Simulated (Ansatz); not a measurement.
# Be2H2 (singlet): the correlation ladder at distance Be1–H3 = 1.216 Å, cc-pVDZ

The task here is to estimate one member of a computed series from the others.

Computed with Ansatz 0.2.0, Gaussian basis. Level: cc-pVDZ, core rule «outside noble gas», up to 2 orbitals frozen.

Plan: UHF; CCSD(T) on RHF; BCCD(T) on RHF; CISD; CCSDT(Q) on RHF; CASSCF and MRCISD+Q, 2 electrons in 2 orbitals; CASSCF and NEVPT2, 2 electrons in 2 orbitals; Full CI.

45 further runs of the same task are left out: 25 for a known fault of the program, 13 that didn't finish, 7 set aside as unsound or not needed.

## The system

The geometry derives from a PBE0/def2-TZVP stationary point (not a proven minimum). One bond is set to the value named and the two fragments are kept rigid.

4 atoms, charge 0, spin multiplicity 1.

Atoms are counted from 1 here; the program's logs count them from 0.

Bond lengths: Be1–H3 1.216 Å, Be2–H4 1.348 Å.

Set-up of the first run:

File in.yaml:

```yaml
crystal:
  periodic: [false, false, false]
  atoms:
    - {symbol: Be, position_ang: [0.000000, 0.000000, 1.085610]}
    - {symbol: Be, position_ang: [0.000000, 0.000000, -1.019851]}
    - {symbol: H, position_ang: [0.000000, 0.000000, 2.301610]}
    - {symbol: H, position_ang: [0.000000, 0.000000, -2.367369]}
basis:
  gaussian: {orbitals: cc-pVDZ}
magnetization: {spin_polarized: true, initial_magnetization: 0}
hamiltonian: {xc: hf}
output: {orbitals: {seedname: orbitals}}
```

Launch:

```bash
> ansatz run in.yaml --threads 1 --pin off --events-out ev --progress --plain --max-ram 2393MiB
```

Among the steps run: UHF; CCSD(T) on RHF; BCCD(T) on RHF; CISD; CCSDT(Q) on RHF; CASSCF and MRCISD+Q, 2 electrons in 2 orbitals; CASSCF and NEVPT2, 2 electrons in 2 orbitals; Full CI.

One of the session's tables, all rows but one given; the rest of the session is left out.

| method | from FCI (kJ/mol) |
| --- | --- |
| RHF | +285.4 |
| RMP2 | +78.6 |
| CISD | +17.6 |
| RCCSD | +4.8 |
| RCCSD(T) | +1.3 |
| BCCD(T) | +1.3 |
| RCCSDT | +0.1 |
| RCCSDT(Q) | 0.0 |
| CASSCF pair | +251.7 |
| NEVPT2 pair | +77.4 |
| MRCISD pair | +14.0 |
| MRCISD+Q pair | ? |
| FCI | 0 |

Estimate the missing values for MRCISD+Q pair.

**Answer.** from FCI (kJ/mol): -1.5. In the column «from FCI (kJ/mol)» it is the lowest.

Limits of these values: MRCISD+Q pair falls below full CI: the +Q correction isn't variational, and the cores differ from full CI's.
